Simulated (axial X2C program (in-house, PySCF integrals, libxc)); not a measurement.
# NAsO: bond lengths and stretches, held linear

One table from this session's results is given with a row withheld; the runs are named, their logs left out.

Computed with an in-house X2C program for linear molecules on PySCF integrals. Level: all-electron X2C, two-component (2c) or spin-free, N dyall-av3z, As dyall-v3z, O dyall-av3z.

All values are calculated.

1 further run of the same task is left out (set aside as unsound or not needed).

Set-up of the first run:

The input, task.json:

```json
{"zs": [7, 33, 8], "q": 0, "bas": ["dyall-av3z", "dyall-v3z", "dyall-av3z"], "r0": [1.74, 1.71], "symm": 0, "scan": ["PBE0", "HF", "PBE"], "levels": ["PBE0", "HF", "B3LYP"], "nst": 2}
```

Keys: zs atomic numbers; q charge; bas basis sets; r0 starting distance in Å; symm equal bonds; scan levels of the two-bond scan; levels methods; nst determinants followed.

Started as:

```
$ python solin.py task.json out
```

Masses N 14.003, As 74.922, O 15.995 u.

Steps of the session up to this table: Scan at PBE0, 2c; Scan at HF, 2c; Scan at PBE, 2c.

One of the session's tables, all rows but one given; the rest of the session is left out.

| level | r(N–As) (Å) | r(As–O) (Å) | lower stretch (cm⁻¹) | upper stretch (cm⁻¹) |
| --- | --- | --- | --- | --- |
| PBE0, 2c | 1.605 | 1.607 | 946.5 | 1135.0 |
| HF, 2c | 1.571 | 1.573 | 1031.2 | 1190.3 |
| PBE, 2c | ? | ? | ? | ? |
| PBE0, spin-free | 1.605 | 1.607 | 946.9 | 1135.3 |
| HF, spin-free | 1.570 | 1.573 | 1032.1 | 1190.8 |
| PBE, spin-free | 1.630 | 1.635 | 881.5 | 1071.2 |

**Question.** Estimate the row for PBE, 2c.

As computed: r(N–As) (Å): 1.631; r(As–O) (Å): 1.635; lower stretch (cm⁻¹): 881.0; upper stretch (cm⁻¹): 1070.9. In the column «r(N–As) (Å)» it is the highest.

Scans not shown above were run alike.

The molecule was held linear; bending was not examined, so a bent shape may lie lower.
